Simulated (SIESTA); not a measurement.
Crystal: HfIn4SiO6.

```xyz
12
Lattice="5.2774 0.0000 0.0000 -2.6387 4.5704 0.0000 0.0000 0.0000 10.5590" Properties=species:S:1:pos:R:3 pbc="T T T"
Hf    2.6387    1.5234    0.0000
In    0.0000    0.0000    3.2148
In    0.0000    0.0000    7.3442
In    0.0000    3.0469    8.3331
In    0.0000    3.0469    2.2260
Si    0.0000    0.0000    0.0000
O     3.2747    3.2219    9.5002
O     1.4858    0.1234    1.0589
O     0.8498    1.2250    9.5002
O     2.0027    3.2219    1.0589
O     3.7916    0.1234    9.5002
O     4.4277    1.2250    1.0589
```

The cell was built by a generator and needn't be a form met in nature.

Base run:

```yaml
Program: SIESTA 5.4.2
Functional: PBEsol
Potentials_or_basis: PseudoDojo 0.4 standard (PBEsol files)
Basis: DZP (energy shift 0.003 Ry; two zetas on semicore shells)
Grid_cutoff: 800 Ry
Energy_shift: 0.003 Ry
k_mesh: 6 × 6 × 3
Occupations: fermi-dirac, width 0.05 eV
Spin: no spin polarisation
```

Its results: band gap on the k mesh none (metal or under the smearing width); pressure -1.9 GPa; largest force 0.225 eV/Å.

Problem. After a change of settings the same cell gave: band gap on the k mesh none (metal or under the smearing width); pressure -4.6 GPa; largest force 0.481 eV/Å. Which change was it?
A. functional from PBEsol to RPBE; potentials or basis from PseudoDojo 0.4 standard (PBEsol files) to PseudoDojo 0.4 standard (PBE files)
B. functional from PBEsol to AM05
C. functional from PBEsol to LDA; potentials or basis from PseudoDojo 0.4 standard (PBEsol files) to PseudoDojo 0.4 standard (LDA files)
D. functional from PBEsol to BLYP; potentials or basis from PseudoDojo 0.4 standard (PBEsol files) to PseudoDojo 0.4 standard (PBE files)

Solution. C.

Caveats: short orbitals over semicore shells can move pressures by several GPa; spin-orbit coupling is left out, which moves the levels of the heavy elements; the basis of atomic orbitals isn't converged, which shifts pressures, moduli and gaps.

Runs at the PBE level aren't shown here.
